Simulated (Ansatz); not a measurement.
## Molecular dynamics of MoS2

input.yaml

```yaml
crystal:
  lattice:
    - [-3.171, -1.830778, 6.114997]
    - [3.171, -1.830778, 6.114997]
    - [0.0, 3.661555, 6.114997]
  atoms:
    - { symbol: Mo, position: [0.0, 0.0, 0.0] }
    - { symbol: S, position: [0.75, 0.75, 0.75] }
    - { symbol: S, position: [0.25, 0.25, 0.25] }
    - { symbol: Mo, position: [0.5, 0.5, 0.0] }
    - { symbol: S, position: [0.25, 0.25, 0.75] }
    - { symbol: S, position: [0.75, 0.75, 0.25] }
    - { symbol: Mo, position: [0.5, 0.0, 0.5] }
    - { symbol: S, position: [0.25, 0.75, 0.25] }
    - { symbol: S, position: [0.75, 0.25, 0.75] }
    - { symbol: Mo, position: [0.0, 0.5, 0.5] }
    - { symbol: S, position: [0.75, 0.25, 0.25] }
    - { symbol: S, position: [0.25, 0.75, 0.75] }
basis:
  ecutwfc: 420.0
kpoints:
  mp_grid: { grid: [3, 3, 3] }
hamiltonian:
  xc: lda
  pseudopotentials: { kind: paw, azcp: { folder: soft_1 } }
scf:
  occupations: { method: fermi_dirac, width: 0.36 }
  lower_state_search: "off"
md:
  timestep: 1.5
  n_steps: 180
  ensemble: nvt_langevin
  temperature: 4200.0
  initial_velocities: maxwell_boltzmann
  seed: 407084
  friction: 0.02
```

Command:

```bash
$ ansatz run input.yaml --threads 2 --pin off --max-ram 5120MiB --backend cpu --events-out ev --progress --plain --runs-dir out
```

It starts from an unrelaxed structure (largest force component 0.60 eV/Å).

Output, in part (step lines):

```
md step     0: t =     0.00 fs  T =  3850.0 K  F+E_penalty+E_count = -26337.44029877 eV  E_kin = 5.971812 eV  (10 SCF iters)
md step     1: t =     1.50 fs  T =  3363.1 K  F+E_penalty+E_count = -26337.37231358 eV  E_kin = 5.216609 eV  (7 SCF iters)
md step     2: t =     3.00 fs  T =  3239.0 K  F+E_penalty+E_count = -26337.23315202 eV  E_kin = 5.024143 eV  (7 SCF iters)
md step     3: t =     4.50 fs  T =  3198.2 K  F+E_penalty+E_count = -26337.02374460 eV  E_kin = 4.960830 eV  (7 SCF iters)
md step     4: t =     6.00 fs  T =  3278.6 K  F+E_penalty+E_count = -26336.74861223 eV  E_kin = 5.085470 eV  (7 SCF iters)
md step     5: t =     7.50 fs  T =  2755.6 K  F+E_penalty+E_count = -26336.42261069 eV  E_kin = 4.274232 eV  (5 SCF iters)
md step     6: t =     9.00 fs  T =  2826.5 K  F+E_penalty+E_count = -26336.05158579 eV  E_kin = 4.384298 eV  (6 SCF iters)
md step     7: t =    10.50 fs  T =  2774.7 K  F+E_penalty+E_count = -26335.64100565 eV  E_kin = 4.303851 eV  (5 SCF iters)
[... lines left out ...]
md step   179: t =   268.50 fs  T =  6443.1 K  F+E_penalty+E_count = -26328.73362687 eV  E_kin = 9.994056 eV  (6 SCF iters)
md step   180: t =   270.00 fs  T =  6210.0 K  F+E_penalty+E_count = -26328.60680705 eV  E_kin = 9.632491 eV  (8 SCF iters)
```

The steps, from the saved trajectory:

| time (fs) | T (K) | potential energy less start (eV) |
| --- | --- | --- |
| 0 | 3850 | 0.000 |
| 9 | 2827 | 1.389 |
| 18 | 1682 | 3.661 |
| 27 | 2117 | 3.302 |
| 36 | 2684 | 3.120 |
| 45 | 2170 | 3.703 |
| 54 | 3804 | 3.833 |
| 63 | 3758 | 4.562 |
| 72 | 3244 | 5.358 |
| 81 | 3102 | 6.324 |
| 90 | 3567 | 6.427 |
| 99 | 5617 | 5.870 |
| 108 | 5085 | 5.866 |
| 117 | 4279 | 6.283 |
| 126 | 4174 | 7.612 |
| 135 | 4430 | 7.741 |
| 144 | 5759 | 7.560 |
| 153 | 4234 | 8.481 |
| 162 | 2786 | 10.789 |
| 171 | 4042 | 9.503 |
| 180 | 6666 | 7.283 |
| 189 | 6067 | 7.559 |
| 198 | 3961 | 7.658 |
| 207 | 5987 | 6.485 |
| 216 | 7049 | 5.890 |
| 225 | 4070 | 7.001 |
| 234 | 5269 | 7.253 |
| 243 | 5996 | 6.627 |
| 252 | 4126 | 8.207 |
| 261 | 5043 | 8.603 |
| 270 | 6210 | 8.833 |

All steps were run. The mean temperature of the second half is 21 % above the set value. A run of 0.27 ps of so small a system gives no equilibrium averages. Limits of this set-up: coarse k mesh, PAW files made for another functional.

Mean squared displacements from the first frame to the last, about the centre of mass: Mo 0.28 Å², S 0.39 Å².

Last frame:

```xyz
12
Lattice="-3.1710 -1.8308 6.1150 3.1710 -1.8308 6.1150 0.0000 3.6616 6.1150" Properties=species:S:1:pos:R:3
Mo 0.600 -0.234 -0.028
S 0.260 -0.831 14.324
S -0.452 -0.689 4.740
Mo 0.815 -1.926 6.653
S 0.160 1.791 8.079
S -0.027 -2.388 10.310
Mo -1.055 0.187 6.914
S 2.144 -1.313 8.418
S -1.549 0.344 10.809
Mo 1.995 0.508 5.904
S -1.535 -1.457 8.492
S 2.159 0.126 11.372
```

The run took 28 min on 2 threads of Arm Neoverse V1, with other jobs on the host, peak memory 0.72 GiB.
